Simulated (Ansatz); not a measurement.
# KRhO3 (Pm-3m): comparison of functionals at one structure from a Python script

Computed with Ansatz 0.2.0 through its Python package. The levels of theory stand in the script.

## Step 1: The structure

Symmetry: Pm-3m, No. 221, cubic system. Conventional cell: a = 3.992 Å, b = 3.992 Å, c = 3.992 Å, α = 90.00°, β = 90.00°, γ = 90.00°. Around K (site symmetry m-3m) lie 12 O at 2.82 Å. Rh (site symmetry m-3m) is surrounded by 6 O at 2.00 Å. O (site symmetry 4/mmm) is surrounded by 2 Rh at 2.00 Å and 4 K at 2.82 Å.

The script holds or builds the structure itself.

## Step 2: Script

Input file xc_krho3.py:

```python
"""Functional comparison for KRhO3 (totals differ with the potentials too)."""

import warnings

import ansatz as az
from ase import Atoms

OCCUPATIONS = "fermi_dirac"
KSPACING = 0.26

warnings.simplefilter("ignore", az.DeckWarning)

atoms = Atoms(
    ["K", "Rh", "O", "O", "O"],
    scaled_positions=[
        (0.0, 0.0, 0.0),
        (0.5, 0.5, 0.5),
        (0.5, 0.5, 0.0),
        (0.5, 0.0, 0.5),
        (0.0, 0.5, 0.5),
    ],
    cell=[
        (3.99158, 0.0, 0.0),
        (0.0, 3.99158, 0.0),
        (0.0, 0.0, 3.99158),
    ],
    pbc=True,
)
xtal = az.Crystal.from_ase(atoms)

setup = (
    xtal.calculation()
    .occupations(OCCUPATIONS, width=150 * az.meV)
    .pseudopotentials("paw")
    .kpoints(spacing=KSPACING)
    .forces()
    .stress()
)

rows = []
for value in ["blyp", "lda", "pbesol"]:
    summary = setup.functional(value).run().report
    rows.append((value, summary["free_energy_ev"] / len(summary["lattice"]["sites"]), summary["n_iterations"], sum(summary["stress_gpa"][i][i] for i in range(3)) / 3, max(abs(f) for row in summary["forces_ev_ang"] for f in row), summary["n_kpoints"]))

print("  functional   F/atom (eV)    iterations       P (GPa)  max component (eV/A)      k-points")
for row in rows:
    print(f"{str(row[0]):>12s}  {row[1]:12.5f}  {row[2]:12d}  {row[3]:12.3f}  {row[4]:20.4f}  {row[5]:12d}")
```

## Step 3: The input behind the calls

The engine receives this input (first run):

```yaml
crystal:
  lattice:
    - [3.99158, 0.0, 0.0]
    - [0.0, 3.99158, 0.0]
    - [0.0, 0.0, 3.99158]
  atoms:
    - { symbol: K, position: [0.0, 0.0, 0.0] }
    - { symbol: Rh, position: [0.5, 0.5, 0.5] }
    - { symbol: O, position: [0.5, 0.5, 0.0] }
    - { symbol: O, position: [0.5, 0.0, 0.5] }
    - { symbol: O, position: [0.0, 0.5, 0.5] }
kpoints:
  mp_grid:
    kspacing: 0.26
hamiltonian:
  xc: blyp
  pseudopotentials:
    kind: paw
scf:
  occupations:
    method: fermi_dirac
    width: 0.15
output:
  forces: true
  stress: true
```

## Step 4: The run

Command:

```console
$ python xc_krho3.py
```

**Question.** How long does this script take on 1 thread of Intel Xeon 6975P-C (Granite Rapids), shared host, and how much memory does it need?

About 3.9 s, with a peak of 0.44 GiB.
